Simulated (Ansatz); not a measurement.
**InCl2O (SMILES [O][In]([Cl])[Cl]): U-r2SCAN/def2-SVPD (core potential)**

Aim: the electronic atomisation energy of InCl2O at U-r2SCAN/def2-SVPD (core potential), from 4 runs. 

The results are computed with Ansatz 0.2.0.

34 further runs of the same task are left out: 1 that didn't finish, 33 set aside as unsound or not needed. Runs told in other sessions of the task aren't counted.

**1. Starting point**

InCl2O: 4 atoms, total charge 0, spin state doublet. SMILES: `[O][In]([Cl])[Cl]`. Geometry: relaxed at PBE0-D4/def2-TZVP.

Bond lengths: O1–In2 1.989 Å, In2–Cl3 2.293 Å, In2–Cl4 2.293 Å. Angles: O1–In2–Cl3 119.2°, O1–In2–Cl4 119.2°, Cl3–In2–Cl4 121.6°.

**2. The energy at U-r2SCAN/def2-SVPD (core potential)**

Contents of job.yaml:

```yaml
crystal:
  periodic: [false, false, false]
  atoms:
    - symbol: O
      position_ang: [0.606300, 1.014000, 1.667600]
    - symbol: In
      position_ang: [0.031700, 0.016000, 0.045400]
    - symbol: Cl
      position_ang: [0.741600, -2.145000, -0.248200]
    - symbol: Cl
      position_ang: [-1.324100, 1.054700, -1.485200]
basis:
  gaussian:
    orbitals: def2-SVPD
magnetization:
  spin_polarized: true
  initial_magnetization: 1
hamiltonian:
  xc: r2scan
accuracy: high
output: {orbitals: {seedname: orbitals}}
```

Command:

```bash
$ ansatz run job.yaml --threads 1 --pin off --max-ram 3480MiB --events-out events.jsonl --progress --plain --runs-dir runs
```

Standard output:

```text
Warning: RAYON_NUM_THREADS=1 ignored (pool sized by the plan → 1); use --threads N
Functional definition: r2SCAN
  name "r2SCAN"
  parameter k0 = 0.174
  parameter k1 = 0.065
  parameter a1 = 4.9479
  exchange = r2scan_x(k0 = k0, k1 = k1, a1 = a1)
  correlation = r2scan_c
2170 factors; integrals over basis functions are off by at most 3.0e-9 eV
mean field evaluation 1: about -32237.7216 eV, gradient 5.7e1 eV
mean field evaluation 2: about -31997.1453 eV, gradient 1.4e2 eV
mean field evaluation 4: about -32256.3785 eV, gradient 1.1e1 eV
mean field evaluation 8: about -32257.1353 eV, gradient 8.2e-2 eV
mean field evaluation 16: about -32257.1327 eV, gradient 3.7e-4 eV
mean field evaluation 32: about -32257.1327 eV, gradient 8.1e-7 eV
mean field -32257.13269358 eV, -1185.4277618192 hartree, gradient 8.2e-8 eV, S^2 0.757653; 4 other end points of the search recorded, 0 dependent functions left out
reference -32257.13271048 eV, -1185.4277624402 hartree; 32, 31 occupied and 77, 78 virtual orbitals, 2170 factors
Total energy: -32257.13271048 eV, -1185.4277624402 hartree
```

Wall time 64 s (1 thread of Arm Neoverse V2, shared host); peak memory 0.56 GiB.

**3. The Cl atom at the same level**

Contents of molecule.yaml:

```yaml
crystal:
  periodic: [false, false, false]
  atoms:
    - symbol: Cl
      position_ang: [0.000000, 0.000000, 0.000000]
basis:
  gaussian: {orbitals: def2-SVPD}
magnetization: {spin_polarized: true, initial_magnetization: 1}
hamiltonian: {xc: r2scan}
accuracy: high
```

Run the same way, it converges to -459.96705 Eh (log not shown).

**4. The In atom**

Contents of in.yaml:

```yaml
crystal:
  periodic: [false, false, false]
  atoms:
    - {symbol: In, position_ang: [0.000000, 0.000000, 0.000000]}
basis:
  gaussian: {orbitals: def2-SVPD}
magnetization: {spin_polarized: true, initial_magnetization: 1}
hamiltonian: {xc: {name: r2SCAN}}
accuracy: high
```

Command:

```bash
$ ansatz run in.yaml --threads 1 --pin off --max-ram 3480MiB --events-out events.jsonl --progress --plain --runs-dir runs
```

Standard output:

```text
Warning: RAYON_NUM_THREADS=1 ignored (pool sized by the plan → 1); use --threads N
[... 7 set-up lines as earlier in the session ...]
297 factors; integrals over basis functions are off by at most 1.1e-9 eV
mean field evaluation 1: about -5174.9273 eV, gradient 2.1e0 eV
mean field evaluation 2: about -5174.9733 eV, gradient 4.9e-1 eV
mean field evaluation 4: about -5174.9730 eV, gradient 5.0e-1 eV
mean field evaluation 8: about -5174.9746 eV, gradient 4.7e-3 eV
mean field evaluation 16: about -5174.9746 eV, gradient 1.1e-6 eV
mean field evaluation 32: about -5174.8773 eV, gradient 2.5e0 eV
mean field evaluation 64: about -5174.9746 eV, gradient 2.2e-5 eV
mean field evaluation 96: about -5174.9797 eV, gradient 5.8e-2 eV
mean field -5174.97459970 eV, -190.1768088151 hartree, gradient 2.8e-8 eV, S^2 0.755259; 5 other end points of the search recorded, 0 dependent functions left out
reference -5174.97460474 eV, -190.1768090004 hartree; 11, 10 occupied and 21, 22 virtual orbitals, 297 factors
Total energy: -5174.97460474 eV, -190.1768090004 hartree
```

Wall time 13 s (1 thread of Arm Neoverse V2, shared host); peak memory 0.19 GiB.

**5. The O atom**

Contents of run.yaml:

```yaml
crystal:
  periodic: [false, false, false]
  atoms:
    - {symbol: O, position_ang: [0.000000, 0.000000, 0.000000]}
basis:
  gaussian:
    orbitals: def2-SVPD
accuracy: high
magnetization:
  spin_polarized: true
  initial_magnetization: 2
hamiltonian:
  xc: r2scan
```

Run the same way, it converges to -74.97041 Eh (log not shown).

**6. Summary of results**

Level: U-r2SCAN/def2-SVPD (core potential).

| quantity | value |
| --- | --- |
| molecule: total energy | -1185.42776 Eh |
| molecule: HOMO energy (highest over α and β) | -8.01 eV |
| molecule: LUMO energy (lowest over α and β) | -5.82 eV |
| molecule: ⟨S²⟩ | 0.758 |
| Cl atom: total energy | -459.96705 Eh |
| Cl atom: ⟨S²⟩ | 0.754 |
| In atom: total energy | -190.17681 Eh |
| In atom: ⟨S²⟩ | 0.755 |
| O atom: total energy | -74.97041 Eh |
| O atom: ⟨S²⟩ | 2.005 |
| electronic atomisation energy | 9.427 eV |

Taking the molecule apart into free atoms costs 9.43 eV (217 kcal/mol), before zero-point energy and without spin-orbit coupling.
